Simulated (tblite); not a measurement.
# C4H14B3N3: the cost of one run

Computed with tblite 0.8.0 and PySCF 2.14.0, with density-fitted response routines of our own, on a single molecule in the gas phase. Atoms are numbered from 0 throughout.

### Step 1. Starting geometry

24 atoms, charge 0, multiplicity 1; geometry from: force field or distance geometry start.

Bonds of the start (Å): C0–C1 1.52, C1–C2 1.56, C2–N3 1.48, N3–B4 1.55, B4–N5 1.53, N5–B6 1.53, B6–C7 1.59, B6–N8 1.52, N8–B9 1.54, B9–N3 1.53, C0–H10 1.12, C0–H11 1.11, C0–H12 1.13, C1–H13 1.11, C1–H14 1.10, C2–H15 1.13, C2–H16 1.11, B4–H17 1.17, N5–H18 1.04, C7–H19 1.11, C7–H20 1.10, C7–H21 1.10, N8–H22 1.03, B9–H23 1.18.

### Step 2. Relaxing the molecule with GFN2-xTB

What the job is given:

```
{"job": {"kind": "relax", "xc": "GFN2-xTB", "basis": "xTB"}, "charge": 0, "multiplicity": 1}
C     -3.615700    -0.561100    -0.521700
C     -2.481200     0.451400    -0.496500
C     -1.328000    -0.041700     0.426400
N     -0.280000     0.993500     0.525900
B      0.642600     0.674200     1.734900
N      1.701400    -0.419800     1.613800
B      2.449100    -0.197200     0.295100
C      4.041200    -0.167800     0.279000
N      1.670200    -0.014500    -0.997800
B      0.590200     1.048700    -0.731400
H     -4.428900    -0.186000    -1.193700
H     -3.271200    -1.540900    -0.902900
H     -4.054200    -0.693600     0.506500
H     -2.854600     1.420900    -0.116100
H     -2.106000     0.598600    -1.521100
H     -1.784500    -0.233400     1.439300
H     -0.932300    -1.002900     0.048200
H      0.249900     0.940500     2.808500
H      1.197600    -1.324700     1.536700
H      4.385800     0.811000    -0.102700
H      4.405100    -0.973300    -0.384100
H      4.431200    -0.323700     1.300800
H      1.172900    -0.902100    -1.172700
H      0.187500     1.663600    -1.658200
```

Run with:

```
$ OMP_NUM_THREADS=1 python probes_run.py task.json out
```

The driver reads the jobs from task.json and runs them one after another.

**Question.** How long does this first job take on 1 thread of Arm Neoverse V1, shared host, and how much memory does it need?

About 1.6 s, with a peak of 0.18 GiB.
